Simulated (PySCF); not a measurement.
# C2H8GeSi: the cost of one run

The runs use PySCF 2.14.0, with density-fitted response routines of our own; the level of theory stands in each step. All values are computed, except where a source is named. Atoms are numbered from 0 throughout.

## Step 1: The molecule as given

12 atoms, charge 0, multiplicity 1; geometry from: GFN2-xTB. The atoms were then displaced at random by about 0.01 Å, so the start is not that level's minimum.

Bonds of the start (Å): C0–C1 1.34, C1–Ge2 1.94, Ge2–Si3 2.37, C0–H4 1.05, C0–H5 1.10, C1–H6 1.08, Ge2–H7 1.51, Ge2–H8 1.54, Si3–H9 1.43, Si3–H10 1.47, Si3–H11 1.47.

## Step 2: Optimising the geometry at PBE0-D3(BJ)/def2-SVP

The job: settings as JSON, then the geometry in Å.

```
{"job": {"xc": "PBE0", "basis": "def2-SVP", "d3": "d3bj", "grid": 1, "shake": 0.01, "kind": "geom"}, "charge": 0, "multiplicity": 1}
C     -1.866420    -0.707710     0.417930
C     -1.497810     0.567000     0.261500
Ge     0.327920     1.088710    -0.155340
Si     1.881700    -0.690730    -0.323860
H     -1.197400    -1.512360     0.303090
H     -2.911770    -0.948190     0.638450
H     -2.212920     1.362970     0.371550
H      0.270440     1.963760    -1.390370
H      0.714600     2.130910     0.916580
H      3.220870    -0.219990    -0.458330
H      1.519070    -1.527930    -1.472640
H      1.791410    -1.534710     0.882400
```

Launch:

```sh
$ OMP_NUM_THREADS=1 python probes_run.py task.json out
```

The driver reads the jobs from task.json and runs them one after another.

**Question.** How long does this first job take on 1 thread of Arm Neoverse V1, shared host, and how much memory does it need?

About 32 s, with a peak of 0.47 GiB.
